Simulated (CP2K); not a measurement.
Runs of CP2K 2026.2 on GaGe. It takes space group F-43m (No. 216, cubic). Conventional cell: a = 5.796 Å, b = 5.796 Å, c = 5.796 Å, α = 90.00°, β = 90.00°, γ = 90.00°. Ge (site symmetry -43m) has 4 Ga at 2.51 Å as nearest neighbours. Around Ga (site symmetry -43m) lie 4 Ge at 2.51 Å. The cell comes from a database or a generator and needn't be the stable form of this composition.

| level | gap on the mesh (eV) | pressure (GPa) |
| --- | --- | --- |
| PW91 | none | (a) |
| LDA | none | -2.0 |
| PBEsol | none | (b) |
| revPBE | none | 1.2 |
| M06-L | none | 1.1 |

Alike in all rows: task band structure; potentials or basis POTENTIAL_UZH Ge GTH-PBE-q4, Ga GTH-PBE-q13; TZVP-MOLOPT-PBE-GTH basis; no spin polarisation; cell as given; k mesh 8 × 8 × 8; smearing fermi-dirac 0.05 eV.

Question: Fill in the values left out.

Answer: (a) 0.5; (b) -1.2.

Caveats: the potentials were made for another functional, which shifts forces and pressure; the basis of atomic orbitals isn't converged, which shifts pressures, moduli and gaps.

A k mesh can miss the band edges, and the runs leave out spin-orbit coupling on Ga, Ge.

A gap of «none» marks a metal or a gap under the smearing width.

Runs at the PBE level aren't shown here.
